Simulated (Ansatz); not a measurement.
# Bi: strong compression

One table from this session's results is given with a row withheld; the runs are named, their logs left out.

Method: DFT PBEsol, with the methods named in each step, in Ansatz 0.2.0.

## The system as given

The structure is cubic, space group Im-3m (No. 229). Conventional cell: a = 4.000 Å, b = 4.000 Å, c = 4.000 Å, α = 90.00°, β = 90.00°, γ = 90.00°. Bi (site symmetry m-3m) is surrounded by 8 Bi at 3.46 Å.

Coordinates:

```xyz
1
Lattice="-2.0000 2.0000 2.0000 2.0000 -2.0000 2.0000 2.0000 2.0000 -2.0000" Properties=species:S:1:pos:R:3 pbc="T T T"
Bi    0.0000    0.0000    0.0000
```

Whether this phase is the stable one at these pressures isn't tested.

The first run:

Input file input.yaml:

```yaml
crystal:
  lattice:
    - [-2.0, 2.0, 2.0]
    - [2.0, -2.0, 2.0]
    - [2.0, 2.0, -2.0]
  atoms:
    - { symbol: Bi, position: [0.0, 0.0, 0.0] }
kpoints:
  mp_grid: { grid: [15, 15, 15] }
scf:
  occupations: { method: fermi_dirac, width: 0.08 }
hamiltonian:
  xc: pbesol
  pseudopotentials: { kind: paw }
output:
  forces: true
  stress: true
relax:
  f_tol: 0.005
  max_steps: 40
  cell: {}
```

Run with:

```console
$ ansatz run input.yaml --threads 1 --pin off --max-ram 2048MiB --backend cpu --events-out ev --progress --plain --runs-dir out
```

Among the steps run: Cell relaxed at zero pressure, PAW; Volume scaled by 1, PAW; Volume scaled by 0.9, PAW; Volume scaled by 0.8, PAW; Volume scaled by 0.7, PAW; Volume scaled by 0.6, PAW; Volume scaled by 0.5, PAW; Volume scaled by 0.4, PAW; Volume scaled by 0.4, PAW (core large).

One of the session's tables, all rows but one given; the rest of the session is left out.

 The rows PAW, 0.4 and PAW (core large), 0.4 agree to the last digit and may rest on the same set-up.

| method | volume over the first | volume (Å³/atom) | pressure (GPa) |
| --- | --- | --- | --- |
| PAW | 1 | 29.992 | 0.00 |
| PAW | 0.9 | 26.992 | 8.20 |
| PAW | 0.8 | 23.993 | 22.56 |
| PAW | 0.7 | 20.994 | 49.27 |
| PAW | 0.6 | ? | ? |
| PAW | 0.5 | 14.996 | 211.64 |
| PAW | 0.4 | 11.997 | 475.29 |
| PAW (core large) | 0.4 | 11.997 | 475.29 |

**Question.** Estimate the row for PAW, 0.6.

As computed: volume (Å³/atom): 17.995; pressure (GPa): 101.87. In the column «volume (Å³/atom)» it lies between PAW, 0.5 (14.996) and PAW, 0.7 (20.994).

Limits of these values: At pressures up to 475 GPa the PAW spheres may overlap and frozen cores may not hold, so those PAW values are rough without an all-electron check. Warnings in the runs' records: datasets by core.
